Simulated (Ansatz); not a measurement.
**GeNH₂ (quartet): wave-function methods side by side at distance Ge1–N2 = 3.274 Å, cc-pVDZ**

How much of the correlation energy of GeNH₂ (quartet) does each wave-function method recover here?

The runs use Ansatz 0.2.0, Gaussian basis; cc-pVDZ, core rule «outside noble gas», up to 15 orbitals frozen.

Plan: UHF; CCSD(T) on ROHF; CCSD(T) on UHF; BCCD(T) on ROHF; CISD; CCSDT(Q) on ROHF; CCSDT(Q) on UHF; CASSCF and MRCISD+Q, 5 electrons in 5 orbitals; CASSCF and NEVPT2, 5 electrons in 5 orbitals.

31 further runs of the same task are left out: 6 for a known fault of the program, 18 that didn't finish, 7 set aside as unsound or not needed.

### Step 1. What is computed

The geometry derives from a PBE0/def2-TZVP stationary point (not a proven minimum). One bond is set to the value named and the two fragments are kept rigid. No spin-orbit coupling is included. The filled d shell of Ge may be among the frozen orbitals whatever the setting's name suggests; the logs give the count.

4 atoms, charge 0, spin multiplicity 4.

Atoms are counted from 1 here; the program's logs count them from 0.

Bond lengths: N2–H3 1.021 Å, N2–H4 1.021 Å. Angles: H3–N2–H4 108.9°.

Coordinates:

```xyz
4
charge 0, multiplicity 4
Ge    0.0000    0.0000    2.7525
N     0.0000    0.0000   -0.5215
H     0.0000    0.8309   -1.1155
H     0.0000   -0.8309   -1.1155
```

### Step 2. UHF

Contents of in.yaml:

```yaml
crystal:
  periodic: [false, false, false]
  atoms:
    - {symbol: Ge, position_ang: [0.000000, 0.000000, 2.752458]}
    - {symbol: N, position_ang: [0.000000, 0.000000, -0.521542]}
    - {symbol: H, position_ang: [0.000000, 0.830871, -1.115458]}
    - {symbol: H, position_ang: [0.000000, -0.830871, -1.115458]}
basis:
  gaussian: {orbitals: cc-pVDZ}
magnetization: {spin_polarized: true, initial_magnetization: 3}
hamiltonian: {xc: hf}
output: {orbitals: {seedname: orbitals}}
```

On the command line:

```sh
ansatz run in.yaml --threads 1 --pin off --events-out ev --progress --plain --max-ram 2393MiB
```

The runs that follow: CCSD(T) on ROHF; CCSD(T) on UHF; BCCD(T) on ROHF; CISD; CCSDT(Q) on ROHF; CCSDT(Q) on UHF; CASSCF and MRCISD+Q, 5 electrons in 5 orbitals; CASSCF and NEVPT2, 5 electrons in 5 orbitals.

Before running them: what should the planned runs give, taken together? Wanted: UCCSDT(Q) below the RHF energy; RMP2 from UCCSDT(Q); UMP2 from UCCSDT(Q); RCCSD from UCCSDT(Q); RCCSD(T) from UCCSDT(Q); UCCSD(T) from UCCSDT(Q); RCCSDT(Q) from UCCSDT(Q); NEVPT2 pair from UCCSDT(Q); MRCISD+Q pair from UCCSDT(Q).

The runs gave:

| quantity | value |
| --- | --- |
| UCCSDT(Q) below the RHF energy | -6.3148 eV |
| RMP2 from UCCSDT(Q) | +24.92 kcal/mol |
| UMP2 from UCCSDT(Q) | +24.71 kcal/mol |
| RCCSD from UCCSDT(Q) | +3.12 kcal/mol |
| RCCSD(T) from UCCSDT(Q) | +0.80 kcal/mol |
| UCCSD(T) from UCCSDT(Q) | +0.58 kcal/mol |
| RCCSDT(Q) from UCCSDT(Q) | +0.21 kcal/mol |
| NEVPT2 pair from UCCSDT(Q) | +23.75 kcal/mol |
| MRCISD+Q pair from UCCSDT(Q) | +0.34 kcal/mol |
| levels within 1 kcal/mol (43 meV) | RCCSD(T), UCCSD(T), BCCD(T), RCCSDT, UCCSDT, RCCSDT(Q), MRCISD+Q pair |
| T1 diagnostic | 0.016 |

**Reading.** RCCSD(T) lands +0.80 kcal/mol from the yardstick (0.5 % of the correlation energy). Of the multireference levels listed MRCISD+Q pair comes nearest in total energy (+0.34 kcal/mol), which doesn't show that its space is the better one. These misses are within one basis, not against nature; the frozen cores of restricted and unrestricted runs differ, which can shift their rows.
